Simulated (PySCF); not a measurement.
# CH5AsGeN2: the cost of one run

Computed with PySCF 2.14.0, with density-fitted response routines of our own, on a single molecule in the gas phase. Atoms are numbered from 0 throughout.

## (1) The starting structure

10 atoms, charge 0, multiplicity 1; geometry from: GFN2-xTB. The atoms were then displaced at random by about 0.01 Å, so the start is not that level's minimum.

Bonds of the start (Å): N0–C1 1.12, C1–Ge2 1.93, Ge2–N3 1.78, Ge2–As4 2.41, Ge2–H5 1.54, N3–H6 1.02, N3–H7 1.03, As4–H8 1.53, As4–H9 1.49.

## (2) Optimising the geometry at PBE0-D3(BJ)/def2-SVP

What the job is given:

```
{"job": {"xc": "PBE0", "basis": "def2-SVP", "d3": "d3bj", "grid": 1, "shake": 0.01, "kind": "geom"}, "charge": 0, "multiplicity": 1}
N     -0.185920     2.750510    -0.933970
C     -0.212190     1.642670    -0.748330
Ge    -0.136600    -0.264160    -0.446250
N     -1.487860    -0.527850     0.689220
As     1.880830    -1.044460     0.614130
H     -0.406370    -0.783110    -1.865750
H     -1.595290    -1.445420     1.115980
H     -2.422080    -0.222800     0.388880
H      1.881750     0.180340     1.525640
H      2.734170    -0.306640    -0.360610
```

Started as:

```
OMP_NUM_THREADS=1 python probes_run.py task.json out
```

The driver reads the jobs from task.json and runs them one after another.

Q: Estimate the wall time and peak memory of this first job on 1 thread of Arm Neoverse N1, shared host.

About 2.4 min, with a peak of 0.55 GiB.
